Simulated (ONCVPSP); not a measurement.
# An ONCV potential for beryllium, from input to tests

Aim: build the potential from the settings below, then test how well it stands in for the atom: other configurations, scattering, ghost states and the plane-wave cutoff that it needs.

Method: ONCVPSP 4.0.1, PBE, scalar-relativistic.

### 1 Starting point

The settings as typed:

* element: beryllium (Be, Z = 4)
* type: optimised norm-conserving Vanderbilt (ONCV)
* frozen core: [He]
* valence charge: 2
* reference configuration: 2s1.75 (charge +0.25)
* partial waves: 2s: rc 1.40 bohr, ncon 4, nbas 8, qcut 6 1/bohr, 2 projectors, debl 4 Ha; p scattering state at 0.35 Ha: rc 1.55 bohr, ncon 4, nbas 9, qcut 4.7 1/bohr, 2 projectors, debl 1.7 Ha; d scattering state at 0.4 Ha: rc 1.50 bohr, ncon 4, nbas 7, qcut 7.5 1/bohr, 1 projector
* local potential: polynomial inside 0.90 bohr (lpopt 3, dvloc0 0 Ha)
* core correction: not asked for

### 2 The generation run

Input file Be.dat:

```
# ATOM AND REFERENCE CONFIGURATION
# atsym  z   nc   nv     iexc    psfile
  Be 4.00    1    1        4      upf
#
#   n    l    f
    1    0    2.00
    2    0    1.75
#
# PSEUDOPOTENTIAL AND OPTIMIZATION
# lmax
    2
#
#   l,   rc,      ep,       ncon, nbas, qcut
    0    1.40    0.00    4    8    6.00
    1    1.55    0.35    4    9    4.70
    2    1.50    0.40    4    7    7.50
#
# LOCAL POTENTIAL
# lloc, lpopt,  rc(5),   dvloc0
    4    3    0.90    0.00
#
# VANDERBILT-KLEINMAN-BYLANDER PROJECTORs
# l, nproj, debl
    0    2    4.00
    1    2    1.70
    2    1    3.30
#
# MODEL CORE CHARGE
# icmod, fcfact, rcfact
    0    0.00    0.00
#
# LOG DERIVATIVE ANALYSIS
# epsh1, epsh2, depsh
   -2.00    5.00    0.02
#
# OUTPUT GRID
# rlmax, drl
    6.00    0.01
#
# TEST CONFIGURATIONS
# ncnf
    4
# nvcnf
#   n    l    f
    1
    2    0    2.00
#
    1
    2    0    1.00
#
    1
    2    0    1.50
#
    2
    2    0    0.00
    2    1    1.00
#
```

Run with:

```
$ oncvpsp.x < Be.dat > Be.out
```

Q: Predict the outcome of this session. Wanted: cutoffs for 1 and 0.1 mHa per electron, occupied waves; bound ghosts; GHOST(+) flags; largest test error; largest phase difference near zero energy, channels read; projector energies reset by the program.

As calculated:

| quantity | value |
| --- | --- |
| cutoffs for 1 and 0.1 mHa per electron, occupied waves | 6.0 Ha and 15 Ha |
| bound ghosts | none found |
| GHOST(+) flags | s at 190 eV |
| largest test error (AE − PS) | +6.9 meV, for 2s1 (1 test unsolved) |
| largest phase difference near zero energy, channels read | 0.003 rad |
| projector energies reset by the program | p: 0.050, 1.750 Ha |

In words: By total energies transferability is good where solved: the largest error is 6.9 meV on 7.9 eV, for 2s1. Of the tests 1 gave no usable energy difference, which is a warning in itself. It counts as soft on the atom at that tolerance, with 6.0 Ha needed at the looser tolerance. The tighter tolerance needs 15 Ha, and converged work needs a cutoff nearer that. That counts occupied waves only; other projectors can need more. The program's ghost test flags no bound state. Near zero energy the phases of the channels with partial waves agree within 0.003 rad. The program also flags highly localised states, GHOST(+) (s).
